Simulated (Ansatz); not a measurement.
# Ru: the cost of one run

Computed with Ansatz 0.2.0 (DFT PBEsol, scalar-relativistic, plane waves, PAW, unless a step's input says otherwise).

72 further runs of the same task are left out: 72 set aside as unsound or not needed.

### Step 1. The system as given

The structure is hexagonal, space group P6_3/mmc (No. 194). Conventional cell: a = 2.690 Å, b = 2.690 Å, c = 4.252 Å, α = 90.00°, β = 90.00°, γ = 120.00°. Ru (site symmetry -6m2) is surrounded by 12 Ru at 2.63 to 2.69 Å.

Structure file:

```cif
data_structure
_symmetry_space_group_name_H-M 'P 1'
_symmetry_Int_Tables_number 1
_cell_length_a 2.6897
_cell_length_b 2.6897
_cell_length_c 4.2524
_cell_angle_alpha 90.000
_cell_angle_beta 90.000
_cell_angle_gamma 120.000
_cell_volume 26.64
loop_
_atom_site_label
_atom_site_type_symbol
_atom_site_fract_x
_atom_site_fract_y
_atom_site_fract_z
_atom_site_occupancy
Ru1 Ru 0.33333 0.66667 0.25000 1
Ru2 Ru 0.66667 0.33333 0.75000 1
```

This cell was relaxed beforehand with the same method: volume 13.32 Å³/atom, gap on the mesh none (metal).

### Step 2. Plan of the line

The energy is mapped over volume and the cell's shape.

The axes are (1) volume per atom: 11 values from 12.255 to 14.387 Å³; (2) c/a of the conventional cell: 11 values from 1.459 to 1.713.

Nothing else is relaxed (symmetry fixes all fractional coordinates). Energies count from the relaxed crystal. Points are written as (first, second).

### Step 3. Grid point (12.895 Å³, 1.459)

Input file input.yaml:

```yaml
crystal:
  lattice:
    - [2.7327629635, 0.0, 0.0]
    - [-1.3663814817, 2.3666421489, 0.0]
    - [0.0, 0.0, 3.9876477163]
  atoms:
    - { symbol: Ru, position: [0.3333333333, 0.6666666667, 0.25] }
    - { symbol: Ru, position: [0.6666666667, 0.3333333333, 0.75] }
basis:
  ecutwfc: 420
kpoints:
  mp_grid: { grid: [21, 21, 12] }
hamiltonian:
  xc: pbesol
  pseudopotentials: { kind: paw, azcp: { folder: soft_1 } }
scf:
  occupations: { method: gaussian, width: 0.15 }
output:
  forces: true
  stress: true
  eigenvalues: true
  write_density: true
  write_potential: true
  elf: true
  volumetric_format: npy
```

Started as:

```
$ ansatz run input.yaml --threads 1 --pin off --max-ram 2048MiB --backend cpu --events-out ev --progress --plain --runs-dir out
```

**Question.** How long does this run take on 1 thread of AMD EPYC 9R45 (Zen 5), shared host, and how much memory does it need?

About 3.6 s, with a peak of 0.46 GiB.
